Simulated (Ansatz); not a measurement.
# C2H2FInS: taking an electron away

How much energy removes an electron from C2H2FInS at fixed geometry? The cation is run at each level and the neutral's energy taken from earlier runs.

Computed with Ansatz 0.2.0, Gaussian basis. Level: unrestricted cation, the program's frozen cores in correlated methods.

Levels to be run: UKS PBE-D4/def2-TZVPP; UKS r2SCAN-D4/def2-TZVPP; UKS PBE0-D4/def2-TZVPP; UKS B3LYP-D4/def2-TZVPP; UKS wB97X-V/def2-TZVPP; UKS wB97M-V/def2-TZVPP; UKS B2PLYP/def2-TZVPP; UHF-CCSD(T)/def2-TZVPP; UHF-MP2/def2-QZVPP; extrapolation to the limit; then −ε(HOMO) from the neutral's earlier runs with LDA (SPW92), PBE-D4, revPBE-D4, BLYP-D4, r2SCAN-D4, B97M-V, PBE0-D4, B3LYP-D4, r2SCANh-D4, r2SCAN0-D4, HSE06-D4, BHLYP-D4, CAM-B3LYP-D4, LC-ωPBE, ωB97X-V, ωB97M-V.

**1. The relaxed structure**

The geometry comes from an earlier relaxation with PBE0-D4 in a triple-zeta def2 set; it is a stationary point, not always the lowest conformer. In takes the def2 core potential; no spin-orbit term is included.

SMILES `FC1=[CH][InH][S]1`, 7 atoms, charge 0, spin multiplicity 1.

Atoms are counted from 1 here; the program's logs count them from 0.

Bond lengths: F1–C2 1.329 Å, C2–C3 1.343 Å, C2–S5 1.771 Å, C3–In4 2.086 Å, C3–H6 1.081 Å, In4–S5 2.489 Å, In4–H7 1.684 Å. Angles: F1–C2–C3 123.3°, F1–C2–S5 115.4°, C3–C2–S5 121.3°, C2–C3–In4 94.4°, C2–C3–H6 124.3°, In4–C3–H6 141.3°, C3–In4–S5 72.4°, C3–In4–H7 158.1°, S5–In4–H7 129.5°, C2–S5–In4 71.8°.

**2. Cation, UKS PBE-D4/def2-TZVPP**

Contents of in.yaml:

```yaml
crystal:
  periodic: [false, false, false]
  atoms:
    - {symbol: F, position_ang: [0.165121, -1.365087, 1.945627]}
    - {symbol: C, position_ang: [0.016578, -0.708085, 0.800087]}
    - {symbol: C, position_ang: [0.404993, 0.565648, 0.624906]}
    - {symbol: In, position_ang: [-0.222360, 0.652127, -1.363014]}
    - {symbol: S, position_ang: [-0.739510, -1.628942, -0.510558]}
    - {symbol: H, position_ang: [0.870271, 1.171086, 1.390411]}
    - {symbol: H, position_ang: [-0.495073, 1.313243, -2.887459]}
basis:
  gaussian: {orbitals: def2-TZVPP}
total_charge: 1
magnetization: {spin_polarized: true, initial_magnetization: 1}
hamiltonian: {xc: pbe, dispersion: d4}
```

Started as:

```sh
ansatz run in.yaml --threads 2 --pin off --events-out ev --progress --plain --max-ram 22528MiB --backend cpu
```

The runs that follow: Cation, UKS r2SCAN-D4/def2-TZVPP; Cation, UKS PBE0-D4/def2-TZVPP; Cation, UKS B3LYP-D4/def2-TZVPP; Cation, UKS wB97X-V/def2-TZVPP; Cation, UKS wB97M-V/def2-TZVPP; Cation, UKS B2PLYP (frozen core)/def2-TZVPP; Cation, UHF-CCSD(T)/def2-TZVPP; Cation, UHF-MP2/def2-QZVPP.

**Question.** What will the summary of the whole plan be? Wanted: ionisation energy, CCSD(T)/CBS; nearest functional by difference; nearest −ε(HOMO); −ε(HOMO) of PBE; T1 of the cation.

**Answer**, as computed:

| quantity | value |
| --- | --- |
| ionisation energy, CCSD(T)/CBS | 8.44 eV |
| nearest functional by difference | ωB97M-V (-0.20 eV) |
| nearest −ε(HOMO) | ωB97X-V (-0.00 eV) |
| −ε(HOMO) of PBE | 5.16 eV |
| T1 of the cation | 0.023 |

By cation minus neutral, the functionals miss by 0.33 eV at most. −ε(HOMO) of PBE misses by 3.3 eV, since self-interaction lifts the level. Among orbital estimates ωB97X-V comes nearest. Hartree-Fock falls 1.29 eV short, as the neutral has more correlation energy than the cation. Correlated methods include outer-core shells of In, which these sets cover unevenly. With outer-core shells in play the reference is unsure by up to some tenths of an eV, so close misses can't be ranked.
